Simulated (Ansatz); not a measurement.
**C2H8O3Si2: one species, many methods**

The task here is to estimate one member of a computed series from the others.

The runs use Ansatz 0.2.0, Gaussian basis; functionals in def2-TZVPP, the program's frozen cores in correlated methods.

Levels to be run: PBE-D4, r2SCAN-D4, PBE0-D4, B3LYP-D4, ωB97X-V, ωB97M-V, B2PLYP; CCSD(T)/def2-TZVPP; MP2/def2-QZVPP; extrapolation to the limit.

## The relaxed structure

An earlier PBE0-D4 in a triple-zeta def2 set relaxation fixed the geometry.

15 atoms, charge 0, spin multiplicity 1.

Atoms are counted from 1 here; the program's logs count them from 0.

Bond lengths: C1–C2 1.332 Å, C1–H8 1.087 Å, C1–H9 1.086 Å, C2–Si3 1.859 Å, C2–H10 1.091 Å, Si3–O4 1.668 Å, Si3–Si5 2.351 Å, Si3–H11 1.495 Å, O4–H12 0.958 Å, Si5–O6 1.652 Å, Si5–O7 1.646 Å, Si5–H13 1.487 Å, O6–H14 0.959 Å, O7–H15 0.962 Å. Angles: C2–C1–H8 121.8°, C2–C1–H9 121.7°, H8–C1–H9 116.5°, C1–C2–Si3 123.7°, C1–C2–H10 117.8°, Si3–C2–H10 118.4°, C2–Si3–O4 112.9°, C2–Si3–Si5 116.8°, C2–Si3–H11 107.3°, O4–Si3–Si5 99.1°, O4–Si3–H11 108.8°, Si5–Si3–H11 111.7°, Si3–O4–H12 118.5°, Si3–Si5–O6 107.9°, Si3–Si5–O7 105.4°, Si3–Si5–H13 116.7°, O6–Si5–O7 113.3°, O6–Si5–H13 108.8° and more.

The first run:

in.yaml reads:

```yaml
crystal:
  periodic: [false, false, false]
  atoms:
    - {symbol: C, position_ang: [-0.797185, 1.825033, -1.283330]}
    - {symbol: C, position_ang: [0.266511, 1.086521, -1.595817]}
    - {symbol: Si, position_ang: [0.952589, -0.249904, -0.500698]}
    - {symbol: O, position_ang: [0.620544, -1.785202, -1.062665]}
    - {symbol: Si, position_ang: [0.027909, -0.433097, 1.652523]}
    - {symbol: O, position_ang: [-1.457049, 0.289462, 1.629532]}
    - {symbol: O, position_ang: [-0.040030, -2.048653, 1.962869]}
    - {symbol: H, position_ang: [-1.161862, 2.610638, -1.940402]}
    - {symbol: H, position_ang: [-1.345001, 1.674560, -0.357847]}
    - {symbol: H, position_ang: [0.771640, 1.294729, -2.539889]}
    - {symbol: H, position_ang: [2.435543, -0.065621, -0.451886]}
    - {symbol: H, position_ang: [0.971245, -2.045967, -1.915428]}
    - {symbol: H, position_ang: [0.822940, 0.139429, 2.770715]}
    - {symbol: H, position_ang: [-1.948277, 0.308483, 2.453205]}
    - {symbol: H, position_ang: [-0.119497, -2.600410, 1.179119]}
basis:
  gaussian: {orbitals: def2-TZVPP}
hamiltonian: {xc: pbe, dispersion: d4}
output: {forces: true, orbitals: {seedname: orbitals}}
```

On the command line:

```bash
$ ansatz run in.yaml --threads 2 --pin off --events-out ev --progress --plain --max-ram 32768MiB --backend cuda --devices 0, --max-vram 18GiB
```

Steps of the session up to this table: PBE-D4 (GGA); r2SCAN-D4 (meta-GGA); PBE0-D4 (hybrid); B3LYP-D4 (hybrid); ωB97X-V (range-separated); ωB97M-V (range-separated); B2PLYP (double hybrid); CCSD(T) in def2-TZVPP; MP2 in def2-QZVPP.

One of the session's tables, all rows but one given; the rest of the session is left out.

```
            method  atomisation energy (kcal/mol)
            PBE-D4                         1420.3
         r2SCAN-D4                              ?
           PBE0-D4                         1392.4
          B3LYP-D4                         1397.0
           ωB97X-V                         1404.0
           ωB97M-V                         1404.1
            B2PLYP                         1384.2
     HF/def2-TZVPP                         1010.1
    MP2/def2-TZVPP                         1394.1
   CCSD/def2-TZVPP                         1343.6
CCSD(T)/def2-TZVPP                         1365.2
           MP2/CBS                         1435.5
       CCSD(T)/CBS                         1406.6
```

Q: Estimate the row for r2SCAN-D4 from the others.

The run gave: atomisation energy (kcal/mol): 1402.4. In the column «atomisation energy (kcal/mol)» it lies between B3LYP-D4 (1397.0) and ωB97X-V (1404.0).
